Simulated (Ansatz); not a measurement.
# InSb: a single-point run

The task is a single-point run on InSb. The structure is shown as the input types it.

Method: density functional or hybrid calculation with the settings of its input, plane waves (as first typed), in Ansatz 0.2.0.

1 further run of the same task is left out (it didn't finish).

**1. The starting structure**

It takes space group F-43m (No. 216, cubic). The conventional cell has a = 6.559 Å, b = 6.559 Å, c = 6.559 Å, α = 90.00°, β = 90.00°, γ = 90.00°. Around In (site symmetry -43m) lie 4 Sb at 2.84 Å. Sb (site symmetry -43m) has 4 In at 2.84 Å as nearest neighbours.

Structure file:

```
In Sb
1.0
     0.00000    3.27951    3.27951
     3.27951    0.00000    3.27951
     3.27951    3.27951    0.00000
In Sb
1 1
Direct
  0.00000 0.00000 0.00000
  0.25000 0.25000 0.25000
```

**2. The run**

input.yaml

```yaml
crystal:
  lattice:
    - [0.0, 3.2795130145, 3.2795130145]
    - [3.2795130145, 0.0, 3.2795130145]
    - [3.2795130145, 3.2795130145, 0.0]
  atoms:
    - { symbol: In, position: [0.0, 0.0, 0.0] }
    - { symbol: Sb, position: [0.25, 0.25, 0.25] }
kpoints:
  mp_grid: { grid: [4, 4, 4] }
hamiltonian:
  xc: pbe
scf:
  occupations: { method: fermi_dirac, width: 0.02 }
  n_extra_bands: 4
  max_iter: 75
output:
  forces: true
  stress: true
  eigenvalues: true
basis:
  ecutrho_ratio: 2
```

Started as:

```bash
$ ansatz run input.yaml --threads 4 --pin off --max-ram 3686MiB --backend cpu --events-out ev --progress --plain --runs-dir out
```

What happens when this is run?

This run ends as converged, with warnings (cutoff below recommended). Its log warns: «basis.ecutrho_ratio = 2 (ecutrho = 840 eV) is below the records' recommended 1680 eV»

In the input, basis.ecutrho_ratio is 2. The grid or cutoff for the density and potential is too coarse for the wavefunction basis: a density holds Fourier components up to twice the waves' wavevector.

To check: delete basis.ecutrho_ratio (the default then holds).
